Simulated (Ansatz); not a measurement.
# C₂H₇FO₂Si: a ladder of functionals and wavefunction methods

One table from this session's results is given with a row withheld; the runs are named, their logs left out.

Method: functionals in def2-TZVPP, the program's frozen cores in correlated methods; program: Ansatz 0.2.0, Gaussian basis.

Levels to be run: PBE-D4, r2SCAN-D4, PBE0-D4, B3LYP-D4, ωB97X-V, ωB97M-V, B2PLYP; CCSD(T)/def2-TZVPP; MP2/def2-QZVPP; extrapolation to the limit.

## The geometry

An earlier PBE0-D4 in a triple-zeta def2 set relaxation fixed the geometry.

SMILES `CO[SiH](F)OC`, 13 atoms, charge 0, spin multiplicity 1.

Atoms are counted from 1 here; the program's logs count them from 0.

Bond lengths: C1–O2 1.411 Å, C1–H7 1.096 Å, C1–H8 1.094 Å, C1–H9 1.091 Å, O2–Si3 1.615 Å, Si3–F4 1.596 Å, Si3–O5 1.615 Å, Si3–H10 1.479 Å, O5–C6 1.411 Å, C6–H11 1.091 Å, C6–H12 1.096 Å, C6–H13 1.094 Å. Angles: O2–C1–H7 111.7°, O2–C1–H8 111.1°, O2–C1–H9 108.0°, H7–C1–H8 108.8°, H7–C1–H9 108.5°, H8–C1–H9 108.8°, C1–O2–Si3 125.1°, O2–Si3–F4 110.3°, O2–Si3–O5 105.8°, O2–Si3–H10 112.6°, F4–Si3–O5 110.3°, F4–Si3–H10 105.3°, O5–Si3–H10 112.6°, Si3–O5–C6 125.1°, O5–C6–H11 108.0°, O5–C6–H12 111.7°, O5–C6–H13 111.0°, H11–C6–H12 108.5° and more.

The first run:

in.yaml reads:

```yaml
crystal:
  periodic: [false, false, false]
  atoms:
    - {symbol: C, position_ang: [1.234037, -0.806053, -2.193979]}
    - {symbol: O, position_ang: [0.768506, -0.886603, -0.864421]}
    - {symbol: Si, position_ang: [-0.122261, 0.238434, -0.123100]}
    - {symbol: F, position_ang: [0.658736, 1.630234, -0.088721]}
    - {symbol: O, position_ang: [-0.361292, -0.308467, 1.377742]}
    - {symbol: C, position_ang: [-1.077139, 0.373091, 2.384695]}
    - {symbol: H, position_ang: [0.421932, -0.580511, -2.893875]}
    - {symbol: H, position_ang: [2.008231, -0.039741, -2.293501]}
    - {symbol: H, position_ang: [1.661154, -1.773299, -2.460851]}
    - {symbol: H, position_ang: [-1.388268, 0.519845, -0.833336]}
    - {symbol: H, position_ang: [-1.211403, -0.309976, 3.224108]}
    - {symbol: H, position_ang: [-2.065448, 0.690374, 2.034216]}
    - {symbol: H, position_ang: [-0.526796, 1.252682, 2.731033]}
basis:
  gaussian: {orbitals: def2-TZVPP}
hamiltonian: {xc: pbe, dispersion: d4}
output: {forces: true, orbitals: {seedname: orbitals}}
```

Launch:

```bash
$ ansatz run in.yaml --threads 2 --pin off --events-out ev --progress --plain --max-ram 20480MiB --backend cuda --devices 0, --max-vram 18GiB
```

Steps of the session up to this table: PBE-D4 (GGA); r2SCAN-D4 (meta-GGA); PBE0-D4 (hybrid); B3LYP-D4 (hybrid); ωB97X-V (range-separated); ωB97M-V (range-separated); B2PLYP (double hybrid); CCSD(T) in def2-TZVPP; MP2 in def2-QZVPP.

One table of the session follows, with a row left open; its other results are not shown here.

```
            method  atomisation energy (eV)
            PBE-D4                   54.150
         r2SCAN-D4                   53.530
           PBE0-D4                   53.147
          B3LYP-D4                        ?
           ωB97X-V                   53.578
           ωB97M-V                   53.601
            B2PLYP                   52.958
     HF/def2-TZVPP                   39.328
    MP2/def2-TZVPP                   53.323
   CCSD/def2-TZVPP                   51.509
CCSD(T)/def2-TZVPP                   52.213
           MP2/CBS                   54.756
       CCSD(T)/CBS                   53.647
```

Q: Estimate the row for B3LYP-D4 from the others.

**Answer.** atomisation energy (eV): 53.345. In the column «atomisation energy (eV)» it lies between MP2/def2-TZVPP (53.323) and r2SCAN-D4 (53.530).
